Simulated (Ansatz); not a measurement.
# CH₄AlBrO₂: basis-set convergence

Aim: see how fast density functionals converge with the basis set for CH₄AlBrO₂.

The runs use Ansatz 0.2.0, Gaussian basis; one geometry, several basis sets.

Plan: PBE0-D4/def2-SVP; ωB97M-V/def2-SVP; PBE0-D4/def2-QZVPP; ωB97M-V/def2-QZVPP; the functionals' def2-TZVPP values are taken from earlier runs.

## 1. Structure used throughout

The geometry comes from an earlier relaxation with PBE0-D4 in a triple-zeta def2 set; it is a stationary point, not always the lowest conformer.

SMILES `C[O][Al]([OH])[Br]`, 9 atoms, charge 0, spin multiplicity 1.

Atoms are counted from 1 here; the program's logs count them from 0.

Bond lengths: C1–O2 1.399 Å, C1–H6 1.096 Å, C1–H7 1.094 Å, C1–H8 1.094 Å, O2–Al3 1.667 Å, Al3–O4 1.681 Å, Al3–Br5 2.251 Å, O4–H9 0.956 Å. Angles: O2–C1–H6 112.4°, O2–C1–H7 109.8°, O2–C1–H8 109.8°, H6–C1–H7 108.3°, H6–C1–H8 108.3°, H7–C1–H8 108.1°, C1–O2–Al3 135.9°, O2–Al3–O4 118.9°, O2–Al3–Br5 120.0°, O4–Al3–Br5 121.1°, Al3–O4–H9 122.2°.

## 2. PBE0-D4 in def2-SVP

in.yaml

```yaml
crystal:
  periodic: [false, false, false]
  atoms:
    - {symbol: C, position_ang: [0.244677, -1.485017, -0.832799]}
    - {symbol: O, position_ang: [-0.015336, -0.679119, 0.281108]}
    - {symbol: Al, position_ang: [-0.149637, 0.957170, 0.570025]}
    - {symbol: O, position_ang: [-0.484852, 1.481138, 2.131583]}
    - {symbol: Br, position_ang: [0.117971, 2.424569, -1.116447]}
    - {symbol: H, position_ang: [0.401754, -0.898759, -1.745507]}
    - {symbol: H, position_ang: [1.140223, -2.087723, -0.653680]}
    - {symbol: H, position_ang: [-0.594986, -2.165861, -1.002514]}
    - {symbol: H, position_ang: [-0.571314, 2.407300, 2.351134]}
basis:
  gaussian: {orbitals: def2-SVP}
hamiltonian: {xc: pbe0, dispersion: d4}
output: {orbitals: {seedname: orbitals}}
```

The runs that follow: ωB97M-V in def2-SVP; PBE0-D4 in def2-QZVPP; ωB97M-V in def2-QZVPP.

Q: Predict the results of all the runs planned. Wanted: PBE0-D4: double and triple zeta above quadruple; ωB97M-V: double and triple zeta above quadruple.

As calculated:

```
                                       quantity           value
PBE0-D4: double and triple zeta above quadruple  19.22, 1.96 eV
ωB97M-V: double and triple zeta above quadruple  19.25, 1.88 eV
```

For PBE0-D4 the step from double to triple zeta gains 17.27 eV and the next only 1.96 eV. Total energies overstate the basis error of differences, where much of it tends to cancel. The LUMO of ωB97M-V is positive and keeps falling with the basis (1.17 to 0.52 eV): an unbound level that the basis holds in place.
